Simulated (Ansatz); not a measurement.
# FeCu2GeSe4: the cost of one run

Method: DFT LDA+U (U = 7 eV, J = 0.7 eV on Fe d, around-mean-field double counting), plane waves, PAW, in Ansatz 0.2.0.

8 further runs of the same task are left out: 8 that didn't finish.

## Step 1: The system as given

Symmetry: I-42m, No. 121, tetragonal system. Conventional cell: a = 5.644 Å, b = 5.644 Å, c = 11.155 Å, α = 90.00°, β = 90.00°, γ = 90.00°. Cu (site symmetry -4) has 4 Se at 2.41 Å in its first shell of neighbours. Fe (site symmetry -42m) has 4 Se at 2.43 Å in its first shell of neighbours. Ge (site symmetry -42m) has 4 Se at 2.49 Å in its first shell of neighbours. Around Se (site symmetry m) lie 2 Cu at 2.41 Å and 1 Fe at 2.43 Å and 1 Ge at 2.49 Å.

Coordinates:

```
CELL_PARAMETERS angstrom
-2.82215 2.82215 5.57726
2.82215 -2.82215 5.57726
2.82215 2.82215 -5.57726
ATOMIC_POSITIONS crystal
Cu 0.75000 0.25000 0.50000
Cu 0.25000 0.75000 0.50000
Fe 0.00000 0.00000 0.00000
Ge 0.50000 0.50000 0.00000
Se 0.37375 0.88287 0.00000
Se 0.88287 0.37375 0.00000
Se 0.62625 0.62625 0.50912
Se 0.11713 0.11713 0.49088
```

Magnetic order typed: ferromagnetic.

## Step 2: From atoms, symmetry kept, no search

input.yaml reads:

```yaml
crystal:
  lattice:
    - [-2.82215108, 2.82215108, 5.57726415]
    - [2.82215108, -2.82215108, 5.57726415]
    - [2.82215108, 2.82215108, -5.57726415]
  atoms:
    - { symbol: Cu, position: [0.75, 0.25, 0.5] }
    - { symbol: Cu, position: [0.25, 0.75, 0.5] }
    - { symbol: Fe, position: [0.0, 0.0, 0.0], spin: 4.0 }
    - { symbol: Ge, position: [0.5, 0.5, 0.0] }
    - { symbol: Se, position: [0.373752, 0.882875, 0.0] }
    - { symbol: Se, position: [0.882875, 0.373752, 0.0] }
    - { symbol: Se, position: [0.626248, 0.626248, 0.509123] }
    - { symbol: Se, position: [0.117125, 0.117125, 0.490877] }
basis:
  ecutwfc: 420
  ecutrho_ratio: 4
kpoints:
  mp_grid: { grid: [5, 5, 5] }
hamiltonian:
  xc: lda
  hubbard: { sites: [{ site: 2, l: d, u: 7.0, j: 0.7 }], double_counting: amf }
scf:
  occupations: { method: gaussian, width: 0.05 }
  lower_state_search: "off"
  max_iter: 150
output:
  forces: true
  stress: true
  eigenvalues: true
  populations: true
  hubbard: { sites: [{ site: 2, l: d }] }
magnetization:
  spin_polarized: true
```

Command:

```
ansatz run input.yaml --threads 4 --pin off --max-ram 6144MiB --backend cpu --events-out ev --progress --plain --runs-dir out
```

What time and memory should one allow on 4 threads of Arm Neoverse N1, shared host?

About 4.9 min, with a peak of 1.7 GiB.
